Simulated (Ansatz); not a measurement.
# Ni, space group P6_3/mmc: a comparison of functionals at one structure

Program: Ansatz 0.2.0 through its Python package.

The cells in order, each with its output:

```python
import warnings

import ansatz
from ase import Atoms
from tabulate import tabulate
```

```python
warnings.simplefilter("ignore", ansatz.DeckWarning)
```

```python
atoms = Atoms(
    ["Ni", "Ni"],
    scaled_positions=[
        (1 / 3, 2 / 3, 0.25),
        (2 / 3, 1 / 3, 0.75),
    ],
    cell=[
        (2.4480229, 0.0, 0.0),
        (-1.22401145, 2.12005002, 0.0),
        (0.0, 0.0, 4.07280757),
    ],
    pbc=True,
)
atoms.set_initial_magnetic_moments([2.0, 2.0])
crystal = ansatz.Crystal.from_ase(atoms)
```

```python
len(crystal.resolved().sites)
```

    2

```python
setup = (
    crystal.calculation()
    .kpoints(15, 15, 8)
    .occupations("Fermi-Dirac", width=0.15)
    .spin("collinear")
    .stress()
)
```

```python
rows = []
for value in ["pbesol", "r2scan", "lda"]:
    data = setup.functional(value).run().report
    rows.append((value, data["free_energy_ev"] / len(data["lattice"]["sites"]), data["n_iterations"], sum(data["stress_gpa"][i][i] for i in range(3)) / 3, data["magnetization_mub"], data["n_kpoints"]))
```

```python
print(tabulate(rows, headers=["functional", "F/atom (eV)", "iterations", "P (GPa)", "moment (muB)", "k-points"], floatfmt=".4f", tablefmt="grid"))
```

    +--------------+---------------+--------------+-----------+----------------+------------+
    | functional   |   F/atom (eV) |   iterations |   P (GPa) |   moment (muB) |   k-points |
    +==============+===============+==============+===========+================+============+
    | pbesol       |    -5805.0124 |           10 |   -2.4516 |         1.1842 |        135 |
    +--------------+---------------+--------------+-----------+----------------+------------+
    | r2scan       |    -5845.3019 |           17 |   -0.3267 |         1.3952 |        135 |
    +--------------+---------------+--------------+-----------+----------------+------------+
    | lda          |    -5773.4019 |           10 |  -10.2476 |         1.1087 |        135 |
    +--------------+---------------+--------------+-----------+----------------+------------+

From lowest to highest: LDA (-10.2 GPa), PBEsol (-2.5 GPa) and r2SCAN (-0.3 GPa). At a fixed cell a lower pressure usually means a smaller equilibrium volume, so LDA prefers the smallest cell and r2SCAN the largest.

Reading the output:
- Other magnetic orders than the one started from may lie lower.
- The overall sign of a collinear moment is arbitrary, and semilocal functionals can give small moments to compounds that are paramagnetic.
- A Fermi-Dirac width this large means warm electrons, whose thermal share enters the free energy.
- Pressure is positive in compression.
- r2SCAN tends to overestimate the moments of itinerant magnets.
- This isn't the structure that Ni takes at ambient conditions.
- Total energies of different functionals can't be compared; pressures, moments and gaps at this one structure can.
- Finished in 42 s on 1 thread of Intel(R) Xeon(R) Processor @ 2.30GHz, on a shared host, peak memory 0.64 GiB.
